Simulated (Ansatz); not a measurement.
# CH2ClI (chloroiodomethane): BLYP/def2-SVPD (core potential)

What is the vertical singlet–triplet gap of CH2ClI (chloroiodomethane) at BLYP/def2-SVPD (core potential)? 

The calculation is run with Ansatz 0.2.0.

71 further runs of the same task are left out: 3 that didn't finish, 68 set aside as unsound or not needed.

**1. The structure to begin with**

CH2ClI has 5 atoms, charge 0, and is taken as a singlet. SMILES: `ClCI`. Geometry: relaxed at PBE0-D4/def2-TZVP.

Bond lengths: Cl1–C2 1.754 Å, C2–I3 2.135 Å, C2–H4 1.085 Å, C2–H5 1.085 Å. Angles: Cl1–C2–I3 113.9°, Cl1–C2–H4 109.1°, Cl1–C2–H5 109.1°, I3–C2–H4 106.6°, I3–C2–H5 106.6°, H4–C2–H5 111.6°.

**2. The energy at BLYP/def2-SVPD (core potential)**

in.yaml

```yaml
crystal:
  periodic: [false, false, false]
  atoms:
    - {symbol: Cl, position_ang: [-1.482060, 0.193760, 0.868050]}
    - {symbol: C, position_ang: [-0.060630, 0.102140, -0.155090]}
    - {symbol: I, position_ang: [1.553870, -1.000400, 0.702870]}
    - {symbol: H, position_ang: [0.310770, 1.105040, -0.335830]}
    - {symbol: H, position_ang: [-0.321930, -0.400540, -1.080000]}
basis:
  gaussian:
    orbitals: def2-SVPD
hamiltonian:
  xc: {name: BLYP}
accuracy: high
output:
  orbitals: {seedname: orbitals}
```

Started as:

```bash
$ ansatz run in.yaml --threads 1 --pin off --max-ram 3480MiB --events-out events.jsonl --progress --plain --runs-dir runs
```

What it wrote:

```text
Warning: RAYON_NUM_THREADS=1 ignored (pool sized by the plan → 1); use --threads N
Functional definition: BLYP
  name "BLYP"
  parameter beta = 0.0042
  parameter a = 0.04918
  parameter b = 0.132
  parameter c = 0.2533
  parameter d = 0.349
  exchange = b88_x(beta = beta)
  correlation = lyp_c(a = a, b = b, c = c, d = d)
2041 factors; integrals over basis functions are off by at most 4.1e-9 eV
mean field evaluation 1: about -21681.8978 eV, gradient 4.1e1 eV
mean field evaluation 2: about -21669.4101 eV, gradient 7.4e1 eV
mean field evaluation 4: about -21686.1504 eV, gradient 2.4e0 eV
mean field evaluation 8: about -21686.1653 eV, gradient 1.8e-1 eV
mean field evaluation 16: about -21686.1654 eV, gradient 2.2e-5 eV
mean field -21686.16537395 eV, -796.9518780818 hartree, gradient 6.2e-8 eV, S^2 0.000000; 0 other end points of the search recorded, 0 dependent functions left out
reference -21686.16541930 eV, -796.9518797484 hartree; 25, 25 occupied and 73, 73 virtual orbitals, 2041 factors
Total energy: -21686.16541930 eV, -796.9518797484 hartree
```

Wall time 7.8 s (1 thread of Arm Neoverse V1, shared host); peak memory 0.26 GiB.

**3. The triplet at the same level**

in.yaml: that of step 2 with these lines changed.

```diff
@@ -9,8 +9,6 @@
 basis:
-  gaussian:
-    orbitals: def2-SVPD
-hamiltonian:
-  xc: {name: BLYP}
+  gaussian: {orbitals: def2-SVPD}
+magnetization: {spin_polarized: true, initial_magnetization: 2}
+hamiltonian: {xc: {name: BLYP}}
 accuracy: high
-output:
-  orbitals: {seedname: orbitals}
+output: {orbitals: {seedname: orbitals}}
```

Started as:

```bash
$ ansatz run in.yaml --threads 1 --pin off --max-ram 3480MiB --events-out events.jsonl --progress --plain --runs-dir runs
```

What it wrote, cut to the lines that bear on the results:

```text
Warning: RAYON_NUM_THREADS=1 ignored (pool sized by the plan → 1); use --threads N
[... 2 set-up lines as earlier in the session ...]
[...]
2041 factors; integrals over basis functions are off by at most 4.1e-9 eV
[...]
mean field -21682.01630079 eV, -796.7994024555 hartree, gradient 4.1e-8 eV, S^2 2.001972; 9 other end points of the search recorded, 0 dependent functions left out
reference -21682.01634374 eV, -796.7994040340 hartree; 26, 24 occupied and 72, 74 virtual orbitals, 2041 factors
Total energy: -21682.01634374 eV, -796.7994040340 hartree
```

It took 79 s on 1 thread of Arm Neoverse V1, shared host; peak memory 0.36 GiB.

**4. What came out**

Level: BLYP/def2-SVPD (core potential).

| quantity | value |
| --- | --- |
| singlet: total energy | -796.95188 Eh |
| singlet: HOMO energy | -6.33 eV |
| singlet: LUMO energy | -2.29 eV |
| singlet: HOMO–LUMO gap | 4.03 eV |
| triplet: total energy | -796.79940 Eh |
| triplet: HOMO energy (highest over α and β) | -2.57 eV |
| triplet: ⟨S²⟩ | 2.002 |
| vertical energy of the triplet above the singlet | 4.149 eV |

What this shows: At this shape the triplet lies 4.15 eV (96 kcal/mol) above the singlet.
